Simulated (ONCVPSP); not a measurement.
# Pseudopotential generation for Sm: ONCV, LDA (Perdew-Wang 92)

Task: generate the file, and judge it by its errors in other configurations, its logarithmic derivatives, its ghosts and its cutoff.

The numbers are computed with ONCVPSP 4.0.1 (LDA (Perdew-Wang 92), scalar-relativistic, spin-unpolarised reference atom).

### Step 1. The design

Typed settings, in words:

| Property | Result |
| --- | --- |
| element | samarium (Sm, Z = 62) |
| type | optimised norm-conserving Vanderbilt (ONCV) |
| frozen core | [Kr] 4d10 5s2 |
| valence charge | 14 |
| reference configuration | 4f6 5p6 6s0.5 (charge +1.5) |
| partial waves | 6s: rc 3.15 bohr, ncon 4, nbas 9, qcut 1.8 1/bohr, 1 projector; 5p: rc 2.20 bohr, ncon 4, nbas 8, qcut 6.8 1/bohr, 2 projectors, debl 4 Ha; d scattering state at 0.03 Ha: rc 2.80 bohr, ncon 4, nbas 8, qcut 3.6 1/bohr, 2 projectors, debl 2.2 Ha; 4f: rc 1.05 bohr, ncon 5, nbas 10, qcut 17.4 1/bohr, 2 projectors, debl 3.8 Ha |
| local potential | polynomial inside 0.75 bohr (lpopt 5, dvloc0 0 Ha) |
| core correction | Teter function, fcfact 5.5, rcfact 1.45 |

The nodes and maxima of the atom's own shells, from an earlier all-electron run, set the scale for the radii.

All-electron outer shells of the reference configuration (LDA (PZ), scalar-relativistic, ld1.x):

```
shell  level (eV)  outermost node (bohr)  outermost maximum (bohr)
   5p      -33.03                   0.74                      1.43
   4f      -12.32                      –                      0.61
   6s      -11.32                   1.68                      3.31
   5d      -10.56                   0.84                      2.09
   6p       -7.70                   2.00                      4.10
```

### Step 2. Generating the potential

Sm.dat reads:

```
# ATOM AND REFERENCE CONFIGURATION
# atsym  z   nc   nv     iexc    psfile
  Sm 62.00   10    3  -001012      upf
#
#   n    l    f
    1    0    2.00
    2    0    2.00
    2    1    6.00
    3    0    2.00
    3    1    6.00
    3    2   10.00
    4    0    2.00
    4    1    6.00
    4    2   10.00
    5    0    2.00
    4    3    6.00
    5    1    6.00
    6    0    0.50
#
# PSEUDOPOTENTIAL AND OPTIMIZATION
# lmax
    3
#
#   l,   rc,      ep,       ncon, nbas, qcut
    0    3.15    0.00    4    9    1.80
    1    2.20    0.00    4    8    6.80
    2    2.80    0.03    4    8    3.60
    3    1.05    0.00    5   10   17.40
#
# LOCAL POTENTIAL
# lloc, lpopt,  rc(5),   dvloc0
    4    5    0.75    0.00
#
# VANDERBILT-KLEINMAN-BYLANDER PROJECTORs
# l, nproj, debl
    0    1    2.90
    1    2    4.00
    2    2    2.20
    3    2    3.80
#
# MODEL CORE CHARGE
# icmod, fcfact, rcfact
    3    5.50    1.45
#
# LOG DERIVATIVE ANALYSIS
# epsh1, epsh2, depsh
   -3.00    5.00    0.02
#
# OUTPUT GRID
# rlmax, drl
    6.00    0.01
#
# TEST CONFIGURATIONS
# ncnf
    4
# nvcnf
#   n    l    f
    3
    4    3    6.00
    5    1    6.00
    6    0    2.00
#
    3
    4    3    6.00
    5    1    6.00
    6    0    1.00
#
    3
    4    3    6.00
    5    1    6.00
    6    0    0.00
#
    3
    4    3    5.00
    5    1    6.00
    6    0    0.00
#
```

Command:

```console
$ oncvpsp.x < Sm.dat > Sm.out
```

**Question.** What will these runs give? Wanted: cutoffs for 1 and 0.1 mHa per electron, occupied waves; bound ghosts; GHOST(+) flags; largest test error; largest phase difference near zero energy, channels read; rms error of d²Exc/dn², without and with the model core; projector energies reset by the program.

The runs gave:

| quantity | value |
| --- | --- |
| cutoffs for 1 and 0.1 mHa per electron, occupied waves | 125 Ha and 138 Ha |
| bound ghosts | s at -782.88 eV, s at -195.33 eV, p at -152.75 eV, d at -142.77 eV |
| GHOST(+) flags | none at low energy |
| largest test error (AE − PS) | +3.2 meV, for 4f6 5p6 6s1 (1 test unsolved) |
| largest phase difference near zero energy, channels read | 2.886 rad |
| rms error of d²Exc/dn², without and with the model core | 11.49 and 4.60 mHa |
| projector energies reset by the program | d: -0.388, 1.812 Ha |

A bound ghost (s, p, d) makes it unfit for use: electrons can fall into a state that the atom doesn't have. Close by lies the frozen 4d level (-138.3 eV). The worst unpolarised test, 4f6 5p6 6s1, is off by 3.2 meV on 5.0 eV; by total energies transferability rates as very good where solved. Atomic tests can pass in spite of a ghost, since they solve only for the levels asked. Of the tests 1 gave no usable energy difference, which is a warning in itself. The potential is very hard: the looser tolerance needs 125 Ha. At the looser tolerance the 4f wave is the slowest; 5p needs 13 Ha. Near zero energy the largest phase difference among the channels read is 2.89 rad, in the s channel. A step near π is an extra or missing state, not a misfit of shape. The pseudo curves have a pole with no partner nearby in the atom's: s at 0.07 Ha. At positive energy that is a spurious or a displaced resonance. These are tests on the free atom; a crystal test is still owed.
